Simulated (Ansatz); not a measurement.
# GaH₆NO₂Si: a ladder of functionals and wavefunction methods

An exercise on one series of results from a longer session: the logs are not shown, and one member is left open.

Computed with Ansatz 0.2.0, Gaussian basis. Level: functionals in def2-TZVPP, the program's frozen cores in correlated methods.

Levels to be run: PBE-D4, r2SCAN-D4, PBE0-D4, B3LYP-D4, ωB97X-V, ωB97M-V, B2PLYP; CCSD(T)/def2-TZVPP; MP2/def2-QZVPP; extrapolation to the limit.

**The geometry**

All runs share one geometry, relaxed beforehand with PBE0-D4 in a triple-zeta def2 set.

SMILES `[NH2][GaH][O][SiH2]O`, 11 atoms, charge 0, spin multiplicity 1.

Atoms are counted from 1 here; the program's logs count them from 0.

Bond lengths: N1–Ga2 1.803 Å, N1–H6 1.007 Å, N1–H7 1.004 Å, Ga2–O3 1.795 Å, Ga2–H8 1.544 Å, O3–Si4 1.618 Å, Si4–O5 1.655 Å, Si4–H9 1.487 Å, Si4–H10 1.482 Å, O5–H11 0.958 Å. Angles: Ga2–N1–H6 120.8°, Ga2–N1–H7 125.2°, H6–N1–H7 113.5°, N1–Ga2–O3 113.5°, N1–Ga2–H8 128.0°, O3–Ga2–H8 118.4°, Ga2–O3–Si4 133.7°, O3–Si4–O5 112.6°, O3–Si4–H9 108.4°, O3–Si4–H10 110.6°, O5–Si4–H9 109.2°, O5–Si4–H10 104.5°, H9–Si4–H10 111.5°, Si4–O5–H11 116.7°.

The first run:

File in.yaml:

```yaml
crystal:
  periodic: [false, false, false]
  atoms:
    - {symbol: N, position_ang: [-0.672260, 1.419995, -1.229889]}
    - {symbol: Ga, position_ang: [1.054799, 0.965154, -0.980896]}
    - {symbol: O, position_ang: [1.280819, -0.374469, 0.192268]}
    - {symbol: Si, position_ang: [0.266143, -1.393076, 0.935481]}
    - {symbol: O, position_ang: [-1.251421, -0.758112, 1.119164]}
    - {symbol: H, position_ang: [-1.411900, 0.901306, -0.784061]}
    - {symbol: H, position_ang: [-1.003000, 2.099926, -1.891133]}
    - {symbol: H, position_ang: [2.308222, 1.607470, -1.614346]}
    - {symbol: H, position_ang: [0.824507, -1.719248, 2.274564]}
    - {symbol: H, position_ang: [0.061100, -2.613715, 0.119942]}
    - {symbol: H, position_ang: [-1.391508, -0.192130, 1.879408]}
basis:
  gaussian: {orbitals: def2-TZVPP}
hamiltonian: {xc: pbe, dispersion: d4}
output: {forces: true, orbitals: {seedname: orbitals}}
```

Run with:

```
$ ansatz run in.yaml --threads 4 --pin off --events-out ev --progress --plain --max-ram 10444MiB
```

Steps of the session up to this table: PBE-D4 (GGA); r2SCAN-D4 (meta-GGA); PBE0-D4 (hybrid); B3LYP-D4 (hybrid); ωB97X-V (range-separated); ωB97M-V (range-separated); B2PLYP (double hybrid); CCSD(T) in def2-TZVPP; MP2 in def2-QZVPP.

One table of the session follows, with a row left open; its other results are not shown here.

| method | atomisation energy (kJ/mol) |
| --- | --- |
| PBE-D4 | 3812.3 |
| r2SCAN-D4 | 3791.7 |
| PBE0-D4 | 3736.4 |
| B3LYP-D4 | 3776.6 |
| ωB97X-V | 3817.5 |
| ωB97M-V | 3801.6 |
| B2PLYP | 3753.6 |
| HF/def2-TZVPP | ? |
| MP2/def2-TZVPP | 3789.7 |
| CCSD/def2-TZVPP | 3655.8 |
| CCSD(T)/def2-TZVPP | 3713.3 |
| MP2/CBS | 3903.5 |
| CCSD(T)/CBS | 3827.1 |

Q: Estimate the row for HF/def2-TZVPP from the others.

As computed: atomisation energy (kJ/mol): 2651.7. In the column «atomisation energy (kJ/mol)» it is the lowest.

To keep in mind: Free atoms (1 N, 1 Ga, 2 O, 1 Si, 6 H) were run apart at each level; the atomisation energy is their sum less the molecule, without zero-point or spin-orbit terms.
